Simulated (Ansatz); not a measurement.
# BGeH₂+ (triplet): the correlation ladder, cc-pVDZ

How much of the correlation energy of BGeH₂+ (triplet) does each wave-function method recover here?

The runs use Ansatz 0.2.0, Gaussian basis; cc-pVDZ, core rule «outside noble gas», up to 15 orbitals frozen.

Plan: UHF; CCSD(T) on ROHF; CCSD(T) on UHF; BCCD(T) on ROHF; CISD; CCSDT(Q) on ROHF; CCSDT(Q) on UHF; CCSDTQ on ROHF; CCSDTQ on UHF; CASSCF and MRCISD+Q, 8 electrons in 10 orbitals; CASSCF and NEVPT2, 8 electrons in 10 orbitals.

5 further runs of the same task are left out: 5 set aside as unsound or not needed.

## 1. The system

The geometry is a PBE0/def2-TZVP stationary point (not a proven minimum) of the parent state, kept for this charge and spin. No spin-orbit coupling is included. The filled d shell of Ge may be among the frozen orbitals whatever the setting's name suggests; the logs give the count.

4 atoms, charge 1, spin multiplicity 3.

Atoms are counted from 1 here; the program's logs count them from 0.

Bond lengths: Ge1–B2 1.885 Å, Ge1–H3 1.520 Å, Ge1–H4 1.520 Å. Angles: B2–Ge1–H3 120.2°, B2–Ge1–H4 120.2°, H3–Ge1–H4 119.5°.

Geometry (Å):

| atom | x (Å) | y (Å) | z (Å) |
| --- | --- | --- | --- |
| Ge1 | 0.00000 | 0.00000 | -0.22040 |
| B2 | 0.00000 | 0.00000 | 1.66478 |
| H3 | 0.00000 | 1.31339 | -0.98618 |
| H4 | 0.00000 | -1.31339 | -0.98618 |

## 2. UHF

in.yaml reads:

```yaml
crystal:
  periodic: [false, false, false]
  atoms:
    - {symbol: Ge, position_ang: [0.000000, 0.000000, -0.220401]}
    - {symbol: B, position_ang: [0.000000, 0.000000, 1.664781]}
    - {symbol: H, position_ang: [0.000000, 1.313392, -0.986177]}
    - {symbol: H, position_ang: [0.000000, -1.313392, -0.986177]}
basis:
  gaussian: {orbitals: cc-pVDZ}
total_charge: 1
magnetization: {spin_polarized: true, initial_magnetization: 2}
hamiltonian: {xc: hf}
output: {orbitals: {seedname: orbitals}}
```

Started as:

```
> ansatz run in.yaml --threads 1 --pin off --events-out ev --progress --plain --max-ram 4096MiB --backend cpu
```

After this run come: CCSD(T) on ROHF; CCSD(T) on UHF; BCCD(T) on ROHF; CISD; CCSDT(Q) on ROHF; CCSDT(Q) on UHF; CCSDTQ on ROHF; CCSDTQ on UHF; CASSCF and MRCISD+Q, 8 electrons in 10 orbitals; CASSCF and NEVPT2, 8 electrons in 10 orbitals.

Before running them: what should the planned runs give, taken together? Wanted: UCCSDTQ below the RHF energy; RMP2 from UCCSDTQ; UMP2 from UCCSDTQ; RCCSD from UCCSDTQ; RCCSD(T) from UCCSDTQ; UCCSD(T) from UCCSDTQ; RCCSDT(Q) from UCCSDTQ; UCCSDT(Q) from UCCSDTQ; NEVPT2 valence from UCCSDTQ.

The runs gave:

| quantity | value |
| --- | --- |
| UCCSDTQ below the RHF energy | -3.9289 eV |
| RMP2 from UCCSDTQ | +23.86 kcal/mol |
| UMP2 from UCCSDTQ | +23.75 kcal/mol |
| RCCSD from UCCSDTQ | +3.50 kcal/mol |
| RCCSD(T) from UCCSDTQ | +0.99 kcal/mol |
| UCCSD(T) from UCCSDTQ | +0.94 kcal/mol |
| RCCSDT(Q) from UCCSDTQ | +0.07 kcal/mol |
| UCCSDT(Q) from UCCSDTQ | +0.02 kcal/mol |
| NEVPT2 valence from UCCSDTQ | +12.83 kcal/mol |
| MRCISD+Q valence from UCCSDTQ | +0.50 kcal/mol |
| levels within 1 kcal/mol (43 meV) | RCCSD(T), UCCSD(T), BCCD(T), RCCSDT, UCCSDT, RCCSDT(Q), UCCSDT(Q), RCCSDTQ, MRCISD+Q valence |
| T1 diagnostic | 0.030 |
| effectively unpaired electrons | 2.03 |

In words: RCCSD(T) lands +0.99 kcal/mol from the yardstick (1.1 % of the correlation energy). One determinant dominates. Of the multireference levels listed MRCISD+Q valence comes nearest in total energy (+0.50 kcal/mol), which doesn't show that its space is the better one. These misses are within one basis, not against nature; the frozen cores of restricted and unrestricted runs differ, which can shift their rows.
